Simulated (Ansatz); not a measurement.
# LaZr2N3: the cost of one run

Program: Ansatz 0.2.0. Level of theory: DFT PBE, scalar-relativistic, plane waves, PAW. These are calculated values, not measurements.

1 further run of the same task is left out (set aside as unsound or not needed).

### 1 Starting point

Symmetry: R-3m, No. 166, trigonal system. The conventional cell has a = 3.852 Å, b = 3.852 Å, c = 21.532 Å, α = 90.00°, β = 90.00°, γ = 120.00°. La (site symmetry -3m) has 2 N at 2.88 Å and 6 Zr at 2.91 Å in its first shell of neighbours. Around Zr (site symmetry 3m) lie 4 N at 2.42 to 2.44 Å. N (site symmetry -3m) is surrounded by 6 N at 2.34 Å. N (site symmetry 3m) has 6 N at 2.34 to 2.64 Å and 4 Zr at 2.42 to 2.44 Å and 1 La at 2.88 Å in its first shell of neighbours.

As a file:

```
La Zr N
1.0
     1.92622    1.11210    7.17722
    -1.92622    1.11210    7.17722
     0.00000   -2.22421    7.17722
La Zr N
1 2 3
Direct
  0.50000 0.50000 0.50000
  0.74597 0.74597 0.74597
  0.25403 0.25403 0.25403
  0.00000 0.00000 0.00000
  0.36647 0.36647 0.36647
  0.63353 0.63353 0.63353
```

The cell is invented: species swapped into a database cell of NaCu3Te2 (R-3m, No. 166), with La on the Na sites, N on the Cu sites and Zr on the Te sites. Its size is a rough estimate.

### 2 A first look at the guess

input.yaml

```yaml
crystal:
  lattice:
    - [1.92621972, 1.11210347, 7.17721534]
    - [-1.92621972, 1.11210347, 7.17721534]
    - [0.0, -2.22420695, 7.17721534]
  atoms:
    - { symbol: La, position: [0.5, 0.5, 0.5] }
    - { symbol: Zr, position: [0.74597484, 0.74597484, 0.74597484] }
    - { symbol: Zr, position: [0.25402516, 0.25402516, 0.25402516] }
    - { symbol: "N", position: [0.0, 0.0, 0.0] }
    - { symbol: "N", position: [0.36647072, 0.36647072, 0.36647072] }
    - { symbol: "N", position: [0.63352928, 0.63352928, 0.63352928] }
basis:
  ecutwfc: 420
kpoints:
  mp_grid: { grid: [6, 6, 6] }
hamiltonian:
  xc: pbe
scf:
  occupations: { method: gaussian, width: 0.1 }
  lower_state_search: "off"
output:
  forces: true
  stress: true
  eigenvalues: true
```

The run is started by

```
> ansatz run input.yaml --threads 1 --pin off --max-ram 2560MiB --backend cpu --events-out ev --progress --plain --runs-dir out
```

What time and memory should one allow on 1 thread of Intel Xeon at 2.50GHz (Skylake/Cascade Lake), shared host?

About 13 s, with a peak of 0.43 GiB.
